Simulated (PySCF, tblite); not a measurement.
# C₄H₁₃BO: dynamics, then NMR shifts on frames, part 2 of 2

tblite 0.8.0 and PySCF 2.14.0. Atoms count from 0. The steps go on from the part before.

**5. NMR shieldings: 625 fs, PBE0/pcSseg-1**

What the job is given:

```
{"job": {"kind": "nmr", "xc": "PBE0", "basis": "pcSseg-1", "pop": false}, "charge": 0, "multiplicity": 1}
B     -1.673400     1.559400     0.552600
O     -0.799100     0.182400     0.827600
C     -1.588100    -1.040600     0.604600
C      0.444600     0.142100     0.099000
C      1.525200    -0.756800     0.806000
C      2.840500    -0.192200     0.280900
H     -1.924400     1.563300    -0.624100
H     -2.634600     1.446000     1.253700
H     -0.878600     2.375100     0.791000
H     -2.017800    -0.991400    -0.480900
H     -0.903300    -1.852900     0.650500
H     -2.468400    -1.089800     1.273800
H      0.232500    -0.218300    -0.913800
H      0.745000     1.186500     0.095800
H      1.408700    -1.774500     0.577800
H      1.500800    -0.633500     1.887100
H      3.182800     0.751200     0.783400
H      2.816200    -0.048600    -0.804100
H      3.599400    -0.986600     0.396900
```

Method: GIAO PBE0/pcSseg-1 NMR shielding, non-relativistic, gas phase.

The log of the run:

```text
coarse grid: 14576 points
cycle   1  E = -259.8161795461  dE =  2.394e-01  |g| = 4.354e-01  |ddm| = 3.435e+00
cycle   2  E = -259.8150253501  dE =  1.154e-03  |g| = 4.817e-01  |ddm| = 8.101e-01
cycle   3  E = -259.8661097204  dE = -5.108e-02  |g| = 9.603e-02  |ddm| = 4.047e-01
cycle   4  E = -259.8675961943  dE = -1.486e-03  |g| = 3.114e-02  |ddm| = 6.767e-02
cycle   5  E = -259.8677872902  dE = -1.911e-04  |g| = 6.649e-03  |ddm| = 2.287e-02
cycle   6  E = -259.8677976214  dE = -1.033e-05  |g| = 1.776e-03  |ddm| = 6.686e-03
cycle   7  E = -259.8677984893  dE = -8.679e-07  |g| = 1.518e-04  |ddm| = 1.807e-03
final grid: 137088 points
cycle   8  E = -259.9156933900  dE = -4.091e-05  |g| = 1.418e-02  |ddm| = 3.029e-02
cycle   9  E = -259.9156521178  dE =  4.127e-05  |g| = 2.110e-02  |ddm| = 1.871e-02
cycle  10  E = -259.9157316774  dE = -7.956e-05  |g| = 1.963e-03  |ddm| = 1.144e-02
cycle  11  E = -259.9157325963  dE = -9.188e-07  |g| = 1.921e-04  |ddm| = 1.813e-03
cycle  12  E = -259.9157326037  dE = -7.460e-09  |g| = 7.744e-05  |ddm| = 2.189e-04
cycle  13  E = -259.9157326053  dE = -1.602e-09  |g| = 1.217e-05  |ddm| = 7.548e-05
cycle  14  E = -259.9157326054  dE = -3.956e-11  |g| = 3.217e-06  |ddm| = 1.256e-05
converged SCF energy = -259.9157326054

GIAO shielding tensors (ppm)
atom      isotropic    diamagn.    paramagn.     s11        s22        s33       span
  0 B       98.803     191.939     -93.136     66.876     75.822    153.712     86.835
  1 O      285.629     398.934    -113.305    255.760    272.576    328.549     72.789
  2 C      110.765     249.492    -138.727     65.585     87.337    179.374    113.788
  3 C       98.782     251.161    -152.379     52.799     79.081    164.466    111.667
  4 C      163.328     249.492     -86.164    143.529    167.844    178.610     35.081
  5 C      173.467     244.653     -71.186    163.046    170.430    186.925     23.879
  6 H       28.616      32.058      -3.441     24.724     26.937     34.189      9.465
  7 H       28.496      31.416      -2.919     25.274     26.067     34.147      8.874
  8 H       28.942      32.566      -3.624     25.187     26.533     35.107      9.919
  9 H       26.997      29.501      -2.504     24.560     24.819     31.611      7.051
 10 H       28.428      32.625      -4.197     23.890     27.022     34.372     10.482
 11 H       27.004      28.992      -1.988     23.950     24.442     32.619      8.669
 12 H       28.284      34.505      -6.221     25.023     28.963     30.867      5.843
 13 H       27.660      34.206      -6.546     22.161     28.752     32.067      9.906
 14 H       30.872      33.157      -2.285     25.992     31.069     35.555      9.563
 15 H       30.056      31.330      -1.274     25.752     29.418     34.997      9.245
 16 H       29.642      27.284       2.358     25.405     27.306     36.214     10.810
 17 H       31.016      29.467       1.549     26.517     29.700     36.830     10.313
 18 H       30.089      26.024       4.065     24.978     27.577     37.711     12.732
```

Run time: 30 s. Hardware: 1 thread of Arm Neoverse N1, shared host; peak memory 0.82 GiB.

In short: δ C3 88.1, C2 76.2, C4 23.6, C5 13.5, H9 4.72, H11 4.71 ppm.

**6. NMR shieldings: 800 fs, PBE0/pcSseg-1**

What the job is given:

```
{"job": {"kind": "nmr", "xc": "PBE0", "basis": "pcSseg-1", "pop": false}, "charge": 0, "multiplicity": 1}
B     -1.896400     1.755900     0.690300
O     -0.882900     0.414200     0.546800
C     -1.506700    -0.679900    -0.126300
C      0.523900     0.616900     0.086200
C      1.455500    -0.207900     0.930100
C      2.866900     0.134400     0.629300
H     -2.311500     2.088300    -0.394800
H     -2.740000     1.343100     1.375400
H     -1.173700     2.516800     1.247700
H     -1.933100    -0.418900    -1.054800
H     -0.831600    -1.560700    -0.176300
H     -2.297400    -1.054000     0.510300
H      0.619500     0.352400    -0.970100
H      0.704000     1.716700     0.183900
H      1.271800    -1.272200     0.731300
H      1.209000     0.005800     1.961300
H      3.003800     1.235400     0.714800
H      3.139500    -0.226000    -0.379900
H      3.535000    -0.382100     1.329200
```

Method: GIAO PBE0/pcSseg-1 NMR shielding, non-relativistic, gas phase.

The log of the run:

```text
coarse grid: 14576 points
cycle   1  E = -259.8225348364  dE =  3.090e-01  |g| = 4.385e-01  |ddm| = 3.446e+00
cycle   2  E = -259.8230478887  dE = -5.131e-04  |g| = 4.740e-01  |ddm| = 8.155e-01
cycle   3  E = -259.8731855831  dE = -5.014e-02  |g| = 9.425e-02  |ddm| = 4.115e-01
cycle   4  E = -259.8746060013  dE = -1.420e-03  |g| = 3.181e-02  |ddm| = 6.700e-02
cycle   5  E = -259.8748011463  dE = -1.951e-04  |g| = 6.794e-03  |ddm| = 2.360e-02
cycle   6  E = -259.8748117196  dE = -1.057e-05  |g| = 1.730e-03  |ddm| = 6.747e-03
cycle   7  E = -259.8748125415  dE = -8.219e-07  |g| = 1.657e-04  |ddm| = 1.831e-03
final grid: 137088 points
cycle   8  E = -259.9223594757  dE = -3.543e-05  |g| = 1.420e-02  |ddm| = 2.702e-02
cycle   9  E = -259.9223188848  dE =  4.059e-05  |g| = 2.102e-02  |ddm| = 1.898e-02
cycle  10  E = -259.9223981672  dE = -7.928e-05  |g| = 2.042e-03  |ddm| = 1.177e-02
cycle  11  E = -259.9223991624  dE = -9.952e-07  |g| = 1.829e-04  |ddm| = 1.908e-03
cycle  12  E = -259.9223991691  dE = -6.703e-09  |g| = 7.306e-05  |ddm| = 1.986e-04
cycle  13  E = -259.9223991705  dE = -1.451e-09  |g| = 1.361e-05  |ddm| = 7.395e-05
cycle  14  E = -259.9223991706  dE = -4.434e-11  |g| = 3.460e-06  |ddm| = 1.300e-05
converged SCF energy = -259.9223991706

GIAO shielding tensors (ppm)
atom      isotropic    diamagn.    paramagn.     s11        s22        s33       span
  0 B       95.658     188.262     -92.604     61.617     71.215    154.143     92.526
  1 O      298.809     399.137    -100.329    262.432    272.787    361.206     98.774
  2 C      124.456     246.716    -122.261     86.438     96.625    190.305    103.867
  3 C       90.562     250.640    -160.077     47.519     62.588    161.580    114.061
  4 C      163.497     250.082     -86.585    145.802    169.426    175.264     29.462
  5 C      173.733     246.601     -72.869    166.116    169.856    185.226     19.111
  6 H       28.010      30.410      -2.400     24.293     26.357     33.379      9.085
  7 H       28.622      31.185      -2.563     25.023     26.334     34.510      9.488
  8 H       28.422      31.193      -2.771     24.895     25.716     34.656      9.762
  9 H       28.978      31.628      -2.650     25.778     26.253     34.903      9.125
 10 H       28.012      31.646      -3.634     23.429     26.797     33.811     10.382
 11 H       28.186      30.228      -2.042     24.547     25.730     34.280      9.733
 12 H       28.174      34.206      -6.032     24.773     28.605     31.145      6.371
 13 H       27.029      32.281      -5.252     22.651     28.167     30.267      7.616
 14 H       29.803      32.754      -2.951     25.008     30.254     34.147      9.139
 15 H       30.121      32.209      -2.088     25.239     30.184     34.942      9.703
 16 H       30.210      27.845       2.365     25.520     28.749     36.361     10.842
 17 H       30.432      28.742       1.690     25.974     28.448     36.874     10.900
 18 H       29.936      26.612       3.324     25.473     27.257     37.078     11.605
```

Wall time 30 s (1 thread of Arm Neoverse N1, shared host); peak memory 0.82 GiB.

Key values: δ C3 96.4, C2 62.5, C4 23.4, C5 13.2, H13 4.69, H6 3.71 ppm.

**7. Shielding tensors: 1000 fs, PBE0/pcSseg-1**

What the job is given:

```
{"job": {"kind": "nmr", "xc": "PBE0", "basis": "pcSseg-1", "pop": false}, "charge": 0, "multiplicity": 1}
B     -1.597500     1.969600     0.126300
O     -0.794600     0.558200     0.456800
C     -1.410700    -0.474500    -0.279600
C      0.652500     0.739900     0.224200
C      1.555500    -0.465100     0.569600
C      3.034500    -0.289800     0.349900
H     -1.498200     2.061800    -1.062900
H     -2.723300     1.735400     0.453400
H     -1.063700     2.830100     0.687300
H     -1.282200    -0.291500    -1.320100
H     -1.076200    -1.487800     0.015900
H     -2.488200    -0.496000    -0.008500
H      0.791400     1.066300    -0.814500
H      0.861800     1.620200     0.829400
H      1.255000    -1.318100    -0.043000
H      1.448200    -0.634200     1.679200
H      3.318600     0.623000     0.840500
H      3.169600    -0.102100    -0.710300
H      3.682900    -1.120800     0.624600
```

Method: GIAO PBE0/pcSseg-1 NMR shielding, non-relativistic, gas phase.

The log of the run:

```text
coarse grid: 14576 points
cycle   1  E = -259.8198071936  dE =  3.331e-01  |g| = 4.289e-01  |ddm| = 3.452e+00
cycle   2  E = -259.8239779376  dE = -4.171e-03  |g| = 4.432e-01  |ddm| = 7.753e-01
cycle   3  E = -259.8685841365  dE = -4.461e-02  |g| = 8.623e-02  |ddm| = 3.711e-01
cycle   4  E = -259.8697574188  dE = -1.173e-03  |g| = 3.135e-02  |ddm| = 6.306e-02
cycle   5  E = -259.8699436757  dE = -1.863e-04  |g| = 6.463e-03  |ddm| = 2.204e-02
cycle   6  E = -259.8699526646  dE = -8.989e-06  |g| = 1.927e-03  |ddm| = 6.581e-03
final grid: 137088 points
cycle   7  E = -259.9175723287  dE = -3.432e-05  |g| = 1.492e-02  |ddm| = 2.841e-02
cycle   8  E = -259.9175262250  dE =  4.610e-05  |g| = 2.218e-02  |ddm| = 1.987e-02
cycle   9  E = -259.9176142935  dE = -8.807e-05  |g| = 1.883e-03  |ddm| = 1.232e-02
cycle  10  E = -259.9176151309  dE = -8.374e-07  |g| = 1.690e-04  |ddm| = 1.656e-03
cycle  11  E = -259.9176151366  dE = -5.698e-09  |g| = 7.052e-05  |ddm| = 1.947e-04
cycle  12  E = -259.9176151379  dE = -1.327e-09  |g| = 1.395e-05  |ddm| = 7.153e-05
cycle  13  E = -259.9176151380  dE = -4.502e-11  |g| = 2.771e-06  |ddm| = 1.315e-05
converged SCF energy = -259.9176151380

GIAO shielding tensors (ppm)
atom      isotropic    diamagn.    paramagn.     s11        s22        s33       span
  0 B       98.181     189.509     -91.328     64.779     75.107    154.657     89.878
  1 O      303.901     397.422     -93.521    267.307    286.822    357.575     90.269
  2 C      125.760     248.271    -122.511     94.345     97.645    185.291     90.946
  3 C       98.040     248.923    -150.884     49.598     79.957    164.564    114.966
  4 C      161.633     247.459     -85.827    144.071    160.071    180.755     36.684
  5 C      177.511     247.572     -70.061    165.460    177.526    189.548     24.088
  6 H       28.778      31.236      -2.458     24.517     26.989     34.828     10.310
  7 H       28.461      30.829      -2.368     25.268     25.992     34.122      8.854
  8 H       28.853      31.444      -2.591     25.433     26.440     34.685      9.252
  9 H       29.191      32.103      -2.911     25.908     26.953     34.714      8.806
 10 H       27.876      31.409      -3.532     22.985     26.965     33.679     10.694
 11 H       27.129      29.577      -2.448     22.983     25.599     32.806      9.823
 12 H       28.279      33.069      -4.790     23.966     29.685     31.186      7.220
 13 H       27.433      32.223      -4.791     22.478     28.820     31.000      8.523
 14 H       29.764      32.693      -2.929     24.022     31.095     34.176     10.153
 15 H       28.974      30.482      -1.509     23.638     29.155     34.128     10.490
 16 H       31.132      28.732       2.401     26.107     29.684     37.607     11.500
 17 H       31.037      29.526       1.511     26.150     29.542     37.417     11.268
 18 H       30.218      27.313       2.905     25.975     27.180     37.498     11.523
```

Wall time 30 s (1 thread of Arm Neoverse N1, shared host); peak memory 0.82 GiB.

Key values: δ C3 88.9, C2 61.2, C4 25.3, C5 9.4, H11 4.59, H13 4.28 ppm.

**8. Side by side: NMR shifts**

Shifts (ppm) of some atoms, chosen among heavy atoms and hydrogens apart, with basis size and wall time:

| frame | C3 | C2 | C5 | H9 | H15 | B0 | O1 | functions | time |
| --- | --- | --- | --- | --- | --- | --- | --- | --- | --- |
| 250 fs | 83.5 | 57.6 | 12.9 | 2.78 | 1.83 | -1.0 | 24.0 | 167 | 30 s |
| 425 fs | 80.9 | 69.5 | 4.4 | 3.64 | 0.43 | 7.6 | 25.4 | 167 | 30 s |
| 625 fs | 88.1 | 76.2 | 13.5 | 4.72 | 1.66 | 1.3 | 50.5 | 167 | 30 s |
| 800 fs | 96.4 | 62.5 | 13.2 | 2.74 | 1.60 | 4.4 | 37.3 | 167 | 30 s |
| 1000 fs | 88.9 | 61.2 | 9.4 | 2.53 | 2.74 | 1.9 | 32.2 | 167 | 30 s |

**9. Results**

The summary covers parts 1 to 2.

| quantity | value |
| --- | --- |
| thermostat | 200 K |
| mean temperature, second half | 213 K |
| mean potential energy above the minimum | 0.45 eV |
| 13C shifts against TMS (PBE0/pcSseg-1, 250 fs) | 83.5, 57.6, 27.5, 12.9 ppm |
| 1H shifts against TMS (PBE0/pcSseg-1, 250 fs) | 3.99, 3.79, 3.41, 3.11, 3.07, 2.85, 2.78, 2.72, 2.25, 2.12, 1.83, 1.54, 0.62 ppm |
| 11B shifts against BF3·OEt2 (PBE0/pcSseg-1, 250 fs) | -1.0 ppm |
| 17O shifts against H2O (PBE0/pcSseg-1, 250 fs) | 24.0 ppm |
| range of the shift of O1 | 24.0 to 50.5 ppm |

**Reading.** In the second half the potential energy averages 0.45 eV above the minimum; equipartition over 51 harmonic modes at 200 K would give 0.44 eV. With 19 atoms the temperature swings widely (125 to 329 K). Shifts at one fixed geometry are not the observed spectrum, which averages over the motion. In the first frame run (250 fs): Shielding is most anisotropic at C3 (span 107 ppm, paramagnetic term -147 ppm). In ppm, O1 moves most: its shift spreads over 26.4 ppm, from 24.0 (250 fs) to 50.5 (625 fs).
